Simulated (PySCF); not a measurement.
# C4H8OSi2: the cost of one run

Programs: PySCF 2.14.0, with density-fitted response routines of our own. Each step states its level of theory. These are calculated values for one molecule in the gas phase, unless marked as measured. Atoms are numbered from 0 throughout.

## (1) The starting structure

15 atoms, charge 0, multiplicity 1; geometry from: GFN2-xTB.

Bonds of the start (Å): O0–Si1 1.63, Si1–C2 1.88, C2–C3 1.33, C3–Si4 1.88, Si4–C5 1.88, C5–C6 1.33, C6–Si1 1.88, O0–H7 0.95, Si1–H8 1.46, C2–H9 1.09, C3–H10 1.09, Si4–H11 1.47, Si4–H12 1.47, C5–H13 1.09, C6–H14 1.09.

## (2) Excited states and response: wB97X-D/def2-SVPD

The job: settings as JSON, then the geometry in Å.

```
{"job": {"kind": "uv", "xc": "wB97X-D", "basis": "def2-SVPD", "nstates": 8, "ntriplets": 3}, "charge": 0, "multiplicity": 1}
O      2.696287    -0.868343     0.772820
Si     1.077958    -0.649315     0.846532
C      0.609773     1.176200     0.864852
C     -0.508961     1.660642     0.329832
Si    -1.781530     0.605133    -0.567448
C     -0.926568    -0.964331    -1.154444
C      0.192086    -1.443780    -0.614943
H      3.214239    -0.547810     0.039194
H      0.780322    -1.315318     2.113674
H      1.297181     1.859227     1.357905
H     -0.708357     2.726368     0.394992
H     -2.893896     0.269554     0.336227
H     -2.298913     1.344928    -1.730994
H     -1.379385    -1.490415    -1.989765
H      0.625350    -2.354751    -1.020346
```

With the program's defaults for keys left out, this is: TDDFT wB97X-D/def2-SVPD, vertical, gas phase, core orbitals frozen in the response.

Started as:

```console
$ OMP_NUM_THREADS=1 python probes_run.py task.json out
```

The driver reads the jobs from task.json and runs them one after another.

**Question.** How long does this job take on 1 thread of Arm Neoverse N1, shared host, and how much memory does it need?

About 74 s, with a peak of 0.9 GiB.
